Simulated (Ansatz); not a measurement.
# C2H9BO2Si: the cost of one run

All numbers below are computed with Ansatz 0.2.0 (RKS B3LYP/6-31G).

## (1) Starting point

Bond lengths: C1–O2 1.428 Å, O2–B3 1.488 Å, B3–O4 1.402 Å, O4–C5 1.476 Å, C5–Si6 1.874 Å, C1–H7 1.073 Å, C1–H8 1.126 Å, C1–H9 1.129 Å, B3–H10 1.189 Å, C5–H11 1.080 Å, C5–H12 1.123 Å, Si6–H13 1.466 Å, Si6–H14 1.485 Å, Si6–H15 1.454 Å. Angles (14 of 23 angles, heavy atoms first): C1–O2–B3 109.2°, O2–B3–O4 122.2°, B3–O4–C5 107.2°, O4–C5–Si6 108.9°, O2–C1–H7 112.7°, O2–C1–H8 105.7°, O2–C1–H9 107.0°, O2–B3–H10 116.0°, O4–B3–H10 119.6°, O4–C5–H11 110.8°, O4–C5–H12 109.8°, Si6–C5–H11 108.8°, Si6–C5–H12 107.7°, C5–Si6–H13 111.2°.

Coordinates:

```xyz
15

C     1.0878   -1.3054    2.0927
O     1.6039   -0.0260    1.7241
B     1.4998    0.1361    0.2482
O     0.5680    0.9985   -0.3453
C    -0.5300    0.1623   -0.8686
Si   -1.7869    1.2694   -1.7091
H     1.5776   -2.1129    1.5830
H    -0.0160   -1.2634    1.8731
H     1.1735   -1.3851    3.2157
H     2.4294   -0.2484   -0.3847
H    -0.1588   -0.5516   -1.5890
H    -1.0478   -0.3593   -0.0200
H    -1.1845    2.0062   -2.8239
H    -2.8957    0.4284   -2.2269
H    -2.3421    2.2004   -0.7398
```

## (2) End point A

Contents of input.yaml:

```yaml
crystal:
  periodic: [false, false, false]
  atoms:
    - { symbol: C, position_ang: [1.0878, -1.3054, 2.0927] }
    - { symbol: O, position_ang: [1.6039, -0.026, 1.7241] }
    - { symbol: B, position_ang: [1.4998, 0.1361, 0.2482] }
    - { symbol: O, position_ang: [0.568, 0.9985, -0.3453] }
    - { symbol: C, position_ang: [-0.53, 0.1623, -0.8686] }
    - { symbol: Si, position_ang: [-1.7869, 1.2694, -1.7091] }
    - { symbol: H, position_ang: [1.5776, -2.1129, 1.583] }
    - { symbol: H, position_ang: [-0.016, -1.2634, 1.8731] }
    - { symbol: H, position_ang: [1.1735, -1.3851, 3.2157] }
    - { symbol: H, position_ang: [2.4294, -0.2484, -0.3847] }
    - { symbol: H, position_ang: [-0.1588, -0.5516, -1.589] }
    - { symbol: H, position_ang: [-1.0478, -0.3593, -0.02] }
    - { symbol: H, position_ang: [-1.1845, 2.0062, -2.8239] }
    - { symbol: H, position_ang: [-2.8957, 0.4284, -2.2269] }
    - { symbol: H, position_ang: [-2.3421, 2.2004, -0.7398] }
basis:
  gaussian: { orbitals: "6-31G" }
hamiltonian:
  xc: b3lyp
relax:
  f_tol: 0.015
  max_steps: 40
output:
  orbitals: {}
```

The run is started by

```sh
$ ansatz run input.yaml --threads 1 --pin off --max-ram 2048MiB --backend cpu --events-out ev --progress --plain --runs-dir out
```

Q: Estimate wall time and peak memory on 1 thread of Intel Xeon Platinum 8259CL at 2.50GHz (Skylake/Cascade Lake), shared host.

About 3.4 min, with a peak of 0.2 GiB.
